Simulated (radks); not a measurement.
# Co²⁺ in [Ar] 3d7: an all-electron calculation

What are the levels of the cobalt ion Co2+, how large are its shells, and how does its energy divide?

Program: radks (a radial shooting solver on a logarithmic mesh, Libxc functionals) version 1. Level of theory: scalar-relativistic Kohn-Sham, Wu-Cohen GGA, spin-polarised, spherical densities, finite nucleus; open shells are filled with parallel spins first. These are calculated values, not measurements, unless marked.

## 1. The atom as given

| Item | Value |
| --- | --- |
| element | cobalt (Z = 27) |
| charge | +2 |
| electrons | 25 |
| configuration | [Ar] 3d7 |
| nuclear rms radius | 3.7875 fm |

The outer shells:

Co²⁺
```
[Ar] core
3d [↑↓][↑↓][↑ ][↑ ][↑ ]
```

## 2. The calculation

Settings of this run:

```text
Z 27
configuration [Ar] 3d7 4s0 4p0
relativity scalar-relativistic
functional wc,pbe
spin polarised
nucleus finite rms 3.7875 fm
c 137.035999084
```

On the command line:

```
python run_ks.py task.json out
```

This one command runs every case of the session in turn.

**Question.** What will this run give?

The runs gave:

| quantity | value |
| --- | --- |
| total energy | -1391.85474 hartree |
| exchange-correlation share of it | 4.21 % |
| −T/E | 1.0129 |
| highest occupied level | 3d down, -25.297 eV |
| most extended occupied level | 3d down, <r> = 1.04 bohr |
| radius at density 0.001 e/bohr³ | 3.00 bohr |
| maxima of the radial density | 3 |
| ionisation energy, NIST | 33.5 (semi-emp.) eV |

**Reading.** 3 principal shells are occupied and 3 maxima appear in the radial density. −T/E is 1.013: with relativity the kinetic term as defined here no longer equals −E. The top level binds by 25.297 eV, 76 % of the NIST ionisation energy of 33.5 eV; the potential of a semilocal functional falls off too fast, so its top eigenvalue is too shallow. Open shells are spherical and high-spin; term and fine-structure splittings are not resolved.
